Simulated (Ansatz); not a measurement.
Crystal: Ba2Tl5V3O12.

```
Ba V Tl O
1.0
    10.97457    0.00000    0.00000
     0.00000   10.97457    0.00000
     0.00000    0.00000    6.60400
Ba V Tl O
2 3 5 12
Direct
  0.00000 0.50000 0.00000
  0.50000 0.00000 0.00000
  0.50000 0.50000 0.00000
  0.50000 0.00000 0.50000
  0.00000 0.50000 0.50000
  0.50000 0.50000 0.50000
  0.71260 0.28740 0.40228
  0.28740 0.71260 0.40228
  0.71260 0.71260 0.59772
  0.28740 0.28740 0.59772
  0.41064 0.58936 0.15770
  0.58936 0.41064 0.15770
  0.58936 0.58936 0.84230
  0.41064 0.41064 0.84230
  0.58661 0.08570 0.33378
  0.41339 0.08570 0.66622
  0.58661 0.91430 0.66622
  0.41339 0.91430 0.33378
  0.08570 0.58661 0.33378
  0.08570 0.41339 0.66622
  0.91430 0.58661 0.66622
  0.91430 0.41339 0.33378
```

The cell was built by a generator and needn't be a form met in nature.

```yaml
Program: Ansatz 0.2.0
Task: relaxation of cell and atoms
Functional: RPBE
Potentials_or_basis: Ansatz PAW
Cutoff: "420 eV (not typed: the program's choice for these potentials)"
k_mesh: 2 × 2 × 3
Occupations: fermi-dirac, width 0.05 eV
Spin: collinear spin, ferromagnetic start
Starting_moments: "[0.0, 0.0, 2.0, 2.0, 2.0, 0.0, 0.0, 0.0, 0.0, 0.0, 0.0, 0.0, 0.0, 0.0, 0.0, 0.0, 0.0, 0.0, 0.0, 0.0, 0.0, 0.0] μB"
```

At the start: volume 36.15 Å³/atom.

Question: How do energy, volume and symmetry change on relaxing?

Answer: It ends after 10 steps and the volume is 39.67 Å³/atom (+9.7 %); space group P-42m (No. 111, to 0.05 Å); moment 0.00 μB per cell.

Step by step:
| step | energy change (eV) | largest force (eV/Å) | volume (Å³) |
| --- | --- | --- | --- |
| 1 | 0.0000 | 0.1904 | 795.39 |
| 2 | -0.0237 | 0.2634 | 851.87 |
| 3 | -0.0906 | 0.1043 | 840.58 |
| 4 | -0.0872 | 0.0603 | 850.65 |
| 5 | -0.0905 | 0.0062 | 849.99 |
| 6 | -0.1734 | 0.0067 | 849.99 |
| 7 | -0.1686 | 0.0263 | 865.47 |
| 8 | -0.1627 | 0.0139 | 872.83 |
| 9 | -0.1629 | 0.0031 | 872.85 |
| 10 | -0.1895 | 0.0031 | 872.85 |

Final structure:
```cif
data_structure
_symmetry_space_group_name_H-M 'P 1'
_symmetry_Int_Tables_number 1
_cell_length_a 11.4526
_cell_length_b 11.4526
_cell_length_c 6.6548
_cell_angle_alpha 90.000
_cell_angle_beta 90.000
_cell_angle_gamma 90.000
_cell_volume 872.85
loop_
_atom_site_label
_atom_site_type_symbol
_atom_site_fract_x
_atom_site_fract_y
_atom_site_fract_z
_atom_site_occupancy
Ba1 Ba 0.00000 0.50000 0.00000 1
Ba2 Ba 0.50000 0.00000 0.00000 1
V1 V 0.50000 0.50000 0.00000 1
V2 V 0.50000 0.00000 0.50000 1
V3 V 0.00000 0.50000 0.50000 1
Tl1 Tl 0.50000 0.50000 0.50000 1
Tl2 Tl 0.71790 0.28210 0.35791 1
Tl3 Tl 0.28210 0.71790 0.35791 1
Tl4 Tl 0.71790 0.71790 0.64209 1
Tl5 Tl 0.28210 0.28210 0.64209 1
O1 O 0.41357 0.58643 0.15580 1
O2 O 0.58643 0.41357 0.15580 1
O3 O 0.58643 0.58643 0.84420 1
O4 O 0.41357 0.41357 0.84420 1
O5 O 0.58322 0.08292 0.33419 1
O6 O 0.41678 0.08292 0.66581 1
O7 O 0.58322 0.91708 0.66581 1
O8 O 0.41678 0.91708 0.33419 1
O9 O 0.08292 0.58322 0.33419 1
O10 O 0.08292 0.41678 0.66581 1
O11 O 0.91708 0.58322 0.66581 1
O12 O 0.91708 0.41678 0.33419 1
```

Caveat: the plane-wave basis is chosen anew once the cell has moved, so the energies of steps on either side of that aren't comparable; the PAW data sets come from PBE, with cores solved anew for the run's functional, which leaves a small shift of forces and pressure; the starting moments weren't kept.
